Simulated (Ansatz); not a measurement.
AlCo, space group Pm-3m, cell relaxations under several functionals

With Ansatz's Python interface.

`alco.xyz`
```text
2
Lattice="2.81940321 0.0 0.0 0.0 2.81940321 0.0 0.0 0.0 2.81940321" Properties=species:S:1:pos:R:3:initial_magmoms:R:1 pbc="T T T"
Al    0.00000000    0.00000000    0.00000000  0.00
Co    1.40970160    1.40970160    1.40970160  1.80
```

The cells in order, each with its output:

```python
import ansatz as az
import numpy as np
```

```python
def edges_and_angles(cell):
    cell = np.asarray(cell)
    a, b, c = np.linalg.norm(cell, axis=1)
    cosines = cell[1] @ cell[2] / (b * c), cell[0] @ cell[2] / (a * c), cell[0] @ cell[1] / (a * b)
    return (a, b, c, *np.degrees(np.arccos(cosines)))
```

```python
structure = az.Crystal.from_extxyz("alco.xyz")
```

```python
setup = (
    structure.calculation()
    .basis(470)
    .kpoints(10, 10, 10)
    .occupations("fermi_dirac", width=0.1)
    .spin("collinear")
    .relax(cell=True, force_tolerance=0.03, max_steps=100)
)
```

```python
levels = [("r2scan", "none"), ("pbesol", "none"), ("pbe", "d4"), ("r2scan", "d4")]
print("level            a       b       c    alpha   beta  gamma  V/atom  steps")
for name, dispersion in levels:
    seen = []
    run = setup.functional(name, dispersion=dispersion).session().plan()
    out = run.execute(on_event=lambda e: seen.append(e) if e["event"] == "relax_step" else None)
    cell = out.lattice.cell_ang
    label = name if dispersion == "none" else f"{name}+{dispersion}"
    print("{:13s} {:7.4f} {:7.4f} {:7.4f} {:6.2f} {:6.2f} {:6.2f}".format(label, *edges_and_angles(cell)), f"{abs(np.linalg.det(cell)) / len(out.lattice.sites):7.3f} {len(seen):5d}")
```

    level            a       b       c    alpha   beta  gamma  V/atom  steps
    DeckWarning: basis.ecutwfc = 470 eV is below the records' recommended 500 eV, and the density's cutoff is lower with it unless basis.ecutrho_ratio is high enough to keep the records' density cutoff: compare with a run at a higher cutoff
    RunWarning: the net moment that the starting moments add up to was not kept: the SCF closed with a net magnetisation of 1.1e-1 μB in size, at most 0.1 of the 1.8 μB that the starting moments add up to as vectors. Its absolute magnetisation is 2.4e-1 μB, where [...]
    r2scan         2.8248  2.8248  2.8248  90.00  90.00  90.00  11.270     4
    RunWarning: the starting moments were not kept: the SCF closed with an absolute magnetisation of 2.3e-6 μB, where they sum to 1.8 μB in size (1 site). That is at most 0.1 of that sum. Measured as dr2_m measures the in/out step, that magnetisation stands [...]
    pbesol         2.8233  2.8233  2.8233  90.00  90.00  90.00  11.252     4
    pbe+d4         2.8229  2.8229  2.8229  90.00  90.00  90.00  11.248     4
    r2scan+d4      2.8162  2.8162  2.8162  90.00  90.00  90.00  11.167     4

From smallest to largest: r2SCAN+D4 (11.17 Å³ an atom, -0.3 % against the start), PBE+D4 (11.25 Å³ an atom, +0.4 % against the start), PBEsol (11.25 Å³ an atom, +0.4 % against the start) and r2SCAN (11.27 Å³ an atom, +0.6 % against the start). The spread is 0.9 % in volume.

The cutoff lies under the one recommended for these potentials in some of the runs. The SCF didn't keep the moments it started from (some shrank, vanished or turned); what is printed is the state reached. Forces vanish by symmetry, so the ions can't move, and the end may be a saddle. Dispersion corrections can be off by several per cent in the lattices of metals, and by several GPa in the pressure at a fixed cell. For a metal this k-point mesh is coarse: on a finer one energies can move by several to tens of meV an atom and pressures by half a GPa or more, differences at one mesh by less. r2SCAN tends to overestimate the moments of itinerant magnets. The structure comes from a database of computed cells and needn't be a stable or known phase. Warnings are shown shortened and without file and line. Run time: 73 s on 1 thread of Intel(R) Xeon(R) Processor @ 2.30GHz, with other jobs on the host, peak memory 0.55 GiB.
